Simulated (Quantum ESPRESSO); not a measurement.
# Cu (Fmmm) in Quantum ESPRESSO: single point with PBEsol

Aim: the single point of Cu with PBEsol.

Program: Quantum ESPRESSO 7.5. These are calculated values, not measurements. Logs are shortened: lines on timing, memory, paths and dates and some standing lists are left out, and cuts for length are marked.

## 1. Starting point

Symmetry: Fmmm, No. 69, orthorhombic system. The conventional cell has a = 3.280 Å, b = 4.300 Å, c = 4.639 Å, α = 90.00°, β = 90.00°, γ = 90.00°. Cu (site symmetry mmm) is surrounded by 8 Cu at 2.70 to 2.84 Å.

The cell was built by a generator and needn't be a form met in nature.

## 2. Single point, PBEsol

Input file pw.in:

```
&CONTROL
  calculation = 'scf'
  prefix = 'pwscf'
  outdir = './tmp'
  pseudo_dir = './pseudo'
  tprnfor = .true.
  tstress = .true.
  disk_io = 'nowf'
/
&SYSTEM
  ibrav = 0
  nat = 1
  ntyp = 1
  ecutwfc = 56
  ecutrho = 448
  nbnd = 16
  occupations = 'smearing'
  smearing = 'mp'
  degauss = 0.00734986
/
&ELECTRONS
  conv_thr = 2d-10
  electron_maxstep = 120
  mixing_beta = 0.5
/
ATOMIC_SPECIES
Cu    63.5460 cu_pbesol_v1.2.uspp.F.UPF
CELL_PARAMETERS angstrom
   1.6400000000    2.3193102423    0.0000000000
  -1.6400000000    2.3193102423    0.0000000000
   0.0000000000    2.3193102423    2.1500000000
ATOMIC_POSITIONS crystal
Cu     0.0000000000    0.0000000000    0.0000000000
K_POINTS automatic
16 16 16 0 0 0
```

Potentials or basis: GBRV 1.5 PBEsol.

Command:

```sh
OMP_NUM_THREADS=1 pw.x -in pw.in > pw.out
```

pw.out:

```text
This program is part of the open-source Quantum ESPRESSO suite
     for quantum simulation of materials; please cite
[... 9 lines left out ...]
     --------------------
     sticks:   dense  smooth     PW     G-vecs:    dense   smooth      PW
     Sum         969     483    173                17639     6249    1407

     Using Slab Decomposition

     bravais-lattice index     =            0
     lattice parameter (alat)  =       5.3679  a.u.
     unit-cell volume          =     110.3742 (a.u.)^3
     number of atoms/cell      =            1
     number of atomic types    =            1
     number of electrons       =        19.00
     number of Kohn-Sham states=           16
     kinetic-energy cutoff     =      56.0000  Ry
     charge density cutoff     =     448.0000  Ry
     scf convergence threshold =      2.0E-10
     mixing beta               =       0.5000
     number of iterations used =            8  plain     mixing
     Exchange-correlation= SLA  PW   PSX  PSC
                           (   1   4  10   8   0   0   0)

     celldm(1)=   5.367887  celldm(2)=   0.000000  celldm(3)=   0.000000
     celldm(4)=   0.000000  celldm(5)=   0.000000  celldm(6)=   0.000000

     crystal axes: (cart. coord. in units of alat)
               a(1) = (   0.577350   0.816497   0.000000 )
               a(2) = (  -0.577350   0.816497   0.000000 )
               a(3) = (   0.000000   0.816497   0.756892 )

     reciprocal axes: (cart. coord. in units 2 pi/alat)
               b(1) = (  0.866025  0.612372 -0.660596 )
               b(2) = ( -0.866025  0.612372 -0.660596 )
               b(3) = (  0.000000 -0.000000  1.321192 )

     PseudoPot. # 1 for Cu read from file:
     cu_pbesol_v1.2.uspp.F.UPF
     Pseudo is Ultrasoft + core correction, Zval = 19.0
     Generated by new atomic code, or converted to UPF format
     Using radial grid of  867 points,  6 beta functions with:
                l(1) =   0
                l(2) =   0
                l(3) =   1
                l(4) =   1
                l(5) =   2
                l(6) =   2
     Q(r) pseudized with  8 coefficients,  rinner =    1.150   1.150   1.150
                                                       1.150   1.150

     atomic species   valence    mass     pseudopotential
     Cu               19.00    63.54600     Cu( 1.00)

      8 Sym. Ops., with inversion, found

   Cartesian axes

     site n.     atom                  positions (alat units)
         1        Cu     tau(   1) = (   0.0000000   0.0000000   0.0000000  )

     number of k points=   621  Methfessel-Paxton smearing, width (Ry)=  0.0073

     Number of k-points >= 100: set verbosity='high' to print them.

     Dense  grid:    17639 G-vectors     FFT dimensions: (  40,  40,  45)

     Smooth grid:     6249 G-vectors     FFT dimensions: (  25,  25,  30)

     Check: negative core charge=   -0.000002

     Initial potential from superposition of free atoms

     starting charge      18.0000, renormalised to      19.0000
     Starting wfcs are   13 randomized atomic wfcs +    3 random wfcs

     Self-consistent Calculation

     iteration #  1     ecut=    56.00 Ry     beta= 0.50
     Davidson diagonalization with overlap
     ethr =  1.00E-02,  avg # of iterations =  6.0

     total energy              =    -399.58842862 Ry
     estimated scf accuracy    <       7.21265953 Ry

     iteration #  2     ecut=    56.00 Ry     beta= 0.50
     Davidson diagonalization with overlap
     ethr =  1.00E-02,  avg # of iterations =  3.0

     total energy              =    -402.96708089 Ry
     estimated scf accuracy    <       8.23770347 Ry

     iteration #  3     ecut=    56.00 Ry     beta= 0.50
     Davidson diagonalization with overlap
     ethr =  1.00E-02,  avg # of iterations =  2.0

     total energy              =    -403.49697594 Ry
     estimated scf accuracy    <       0.96162119 Ry

     iteration #  4     ecut=    56.00 Ry     beta= 0.50
     Davidson diagonalization with overlap
     ethr =  5.06E-03,  avg # of iterations =  1.0

     total energy              =    -403.51405815 Ry
     estimated scf accuracy    <       0.31370412 Ry

     iteration #  5     ecut=    56.00 Ry     beta= 0.50
     Davidson diagonalization with overlap
     ethr =  1.65E-03,  avg # of iterations =  1.0

     total energy              =    -403.40347359 Ry
     estimated scf accuracy    <       0.27702149 Ry

     iteration #  6     ecut=    56.00 Ry     beta= 0.50
     Davidson diagonalization with overlap
     ethr =  1.46E-03,  avg # of iterations =  2.0

     total energy              =    -403.47726924 Ry
     estimated scf accuracy    <       0.04619816 Ry

     iteration #  7     ecut=    56.00 Ry     beta= 0.50
     Davidson diagonalization with overlap
     ethr =  2.43E-04,  avg # of iterations =  1.2

     total energy              =    -403.47732903 Ry
     estimated scf accuracy    <       0.03965038 Ry

     iteration #  8     ecut=    56.00 Ry     beta= 0.50
     Davidson diagonalization with overlap
     ethr =  2.09E-04,  avg # of iterations =  1.1

     total energy              =    -403.46368327 Ry
     estimated scf accuracy    <       0.04198204 Ry

     iteration #  9     ecut=    56.00 Ry     beta= 0.50
     Davidson diagonalization with overlap
     ethr =  2.09E-04,  avg # of iterations =  1.0

     total energy              =    -403.47048684 Ry
     estimated scf accuracy    <       0.00107846 Ry

     iteration # 10     ecut=    56.00 Ry     beta= 0.50
     Davidson diagonalization with overlap
     ethr =  5.68E-06,  avg # of iterations =  2.4

     total energy              =    -403.47054463 Ry
     estimated scf accuracy    <       0.00059763 Ry

     iteration # 11     ecut=    56.00 Ry     beta= 0.50
     Davidson diagonalization with overlap
     ethr =  3.15E-06,  avg # of iterations =  1.1

     total energy              =    -403.47052396 Ry
     estimated scf accuracy    <       0.00030996 Ry

     iteration # 12     ecut=    56.00 Ry     beta= 0.50
     Davidson diagonalization with overlap
     ethr =  1.63E-06,  avg # of iterations =  1.1

     total energy              =    -403.47054659 Ry
     estimated scf accuracy    <       0.00057556 Ry

     iteration # 13     ecut=    56.00 Ry     beta= 0.50
     Davidson diagonalization with overlap
     ethr =  1.63E-06,  avg # of iterations =  1.0

     total energy              =    -403.47050590 Ry
     estimated scf accuracy    <       0.00032687 Ry

     iteration # 14     ecut=    56.00 Ry     beta= 0.50
     Davidson diagonalization with overlap
     ethr =  1.63E-06,  avg # of iterations =  1.0

     total energy              =    -403.47052076 Ry
     estimated scf accuracy    <       0.00016977 Ry

     iteration # 15     ecut=    56.00 Ry     beta= 0.50
     Davidson diagonalization with overlap
     ethr =  8.94E-07,  avg # of iterations =  1.0

     total energy              =    -403.47051490 Ry
     estimated scf accuracy    <       0.00017563 Ry

     iteration # 16     ecut=    56.00 Ry     beta= 0.50
     Davidson diagonalization with overlap
     ethr =  8.94E-07,  avg # of iterations =  1.0

     total energy              =    -403.47049051 Ry
     estimated scf accuracy    <       0.00013142 Ry

     iteration # 17     ecut=    56.00 Ry     beta= 0.50
     Davidson diagonalization with overlap
     ethr =  6.92E-07,  avg # of iterations =  1.0

     total energy              =    -403.47049959 Ry
     estimated scf accuracy    <       0.00000975 Ry

     iteration # 18     ecut=    56.00 Ry     beta= 0.50
     Davidson diagonalization with overlap
     ethr =  5.13E-08,  avg # of iterations =  1.0

     total energy              =    -403.47049814 Ry
     estimated scf accuracy    <       0.00001036 Ry

     iteration # 19     ecut=    56.00 Ry     beta= 0.50
     Davidson diagonalization with overlap
     ethr =  5.13E-08,  avg # of iterations =  1.0

     total energy              =    -403.47049853 Ry
     estimated scf accuracy    <       0.00000145 Ry

     iteration # 20     ecut=    56.00 Ry     beta= 0.50
     Davidson diagonalization with overlap
     ethr =  7.65E-09,  avg # of iterations =  1.0

     total energy              =    -403.47049856 Ry
     estimated scf accuracy    <       0.00000064 Ry

     iteration # 21     ecut=    56.00 Ry     beta= 0.50
     Davidson diagonalization with overlap
     ethr =  3.36E-09,  avg # of iterations =  1.0

     total energy              =    -403.47049855 Ry
     estimated scf accuracy    <       0.00000059 Ry

     iteration # 22     ecut=    56.00 Ry     beta= 0.50
     Davidson diagonalization with overlap
     ethr =  3.10E-09,  avg # of iterations =  1.0

     total energy              =    -403.47049842 Ry
     estimated scf accuracy    <       0.00000053 Ry

     iteration # 23     ecut=    56.00 Ry     beta= 0.50
     Davidson diagonalization with overlap
     ethr =  2.77E-09,  avg # of iterations =  1.0

     total energy              =    -403.47049846 Ry
     estimated scf accuracy    <       0.00000001 Ry

     iteration # 24     ecut=    56.00 Ry     beta= 0.50
     Davidson diagonalization with overlap
     ethr =  7.31E-11,  avg # of iterations =  2.0

     End of self-consistent calculation

     Number of k-points >= 100: set verbosity='high' to print the bands.

     the Fermi energy is    10.1569 ev

!    total energy              =    -403.47049847 Ry
     estimated scf accuracy    <          3.8E-11 Ry
     smearing contrib. (-TS)   =      -0.00002380 Ry
     internal energy E=F+TS    =    -403.47047467 Ry

     The total energy is F=E-TS. E is the sum of the following terms:
     one-electron contribution =    -311.25500258 Ry
     hartree contribution      =     163.32212954 Ry
     xc contribution           =     -38.27707186 Ry
     ewald contribution        =    -217.26052976 Ry

     convergence has been achieved in  24 iterations

     Forces acting on atoms (cartesian axes, Ry/au):

     atom    1 type  1   force =     0.00000000    0.00000000    0.00000000

     Total force =     0.000000     Total SCF correction =     0.000000

     Computing stress (Cartesian axis) and pressure

          total   stress  (Ry/bohr**3)                   (kbar)     P=     -238.93
  -0.00159772   0.00000000  -0.00000000         -235.03        0.00       -0.00
  -0.00000000  -0.00169579   0.00000000           -0.00     -249.46        0.00
  -0.00000000   0.00000000  -0.00157912           -0.00        0.00     -232.30

=------------------------------------------------------------------------------=
   JOB DONE.
=------------------------------------------------------------------------------=
```

Run time: 6.4 min. Hardware: 1 thread of Arm Neoverse N1, shared host; peak memory 0.21 GiB.

What came out:

- Free energy: -5489.4958 eV
- Pressure: -23.9 GPa
- Band gap on the k mesh: none (metal or under the smearing width)

Levels at points of the mesh, in eV from the Fermi level:
```
              k point  band 7  band 8  band 9  band 10  band 11  band 12
   (0.00, 0.00, 0.00)   -2.21   -2.11   -1.65    -1.55    20.24    21.28
  (0.00, 0.00, -0.50)   -1.63   -1.61   -1.09     0.68     3.77    12.60
  (0.00, -0.50, 0.00)   -1.69   -1.55   -1.18     0.02     2.74    13.39
 (-0.50, -0.50, 0.00)   -1.37   -1.29   -1.16     6.08     6.97     7.48
(-0.50, -0.50, -0.50)   -1.53   -1.46   -1.21    -0.18     2.36    14.06
```

Caveat: so large a pressure means that the cell lies far from this level's equilibrium, or that cutoff or potentials fall short.
